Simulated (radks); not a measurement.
# Excited configurations of Yb

An exercise on one series of results from a longer session: the logs are not shown, and one member is left open.

Program: radks (a radial shooting solver on a logarithmic mesh, Libxc functionals) version 1. Level of theory: scalar-relativistic Kohn-Sham, PBE, spin-polarised, spherical densities, finite nucleus; open shells are filled with parallel spins first. These are calculated values, not measurements, unless marked.

1 further run of the same task is left out (it didn't finish).

**The atom as given**

| Quantity | Value |
| --- | --- |
| element | ytterbium (Z = 70) |
| charge | 0 |
| electrons | 70 |
| configuration | [Xe] 4f14 6s2 |
| nuclear rms radius | 5.3108 fm |

Outer shells as boxes (Hund's rule):

Yb
```
[Xe] core
4f [↑↓][↑↓][↑↓][↑↓][↑↓][↑↓][↑↓]
6s [↑↓]
```

The first run:

The run's settings:

```text
Z 70
configuration [Xe] 4f14 6s2
relativity scalar-relativistic
functional pbe,pbe
spin polarised
nucleus finite rms 5.3108 fm
c 137.035999084
```

Steps of the session up to this table: Ground configuration: [Xe] 4f14 6s2.

One of the session's tables, all rows but one given; the rest of the session is left out.

It belongs to the step «Ground configuration: [Xe] 4f14 6s2». Radial moments (bohr):

```
level     <r>  outermost maximum (interpolated)  90 % within  nodes
   3d  0.1961                             0.160        0.305      0
   4s  0.4879                             0.455        0.701      3
   4p  0.5182                             0.476        0.754      2
   4d  0.5600                             0.491        0.842      1
   5s   1.208                              1.07         1.75      4
   5p   1.451                              1.23         2.15      3
   6s       ?                                 ?            ?      ?
   4f  0.7914                             0.483         1.39      0
```

**Question.** Estimate the row for 6s.

**Answer.** <r>: 3.926; outermost maximum (interpolated): 3.28; 90 % within: 5.87; nodes: 5. In the column «<r>» it is the highest.
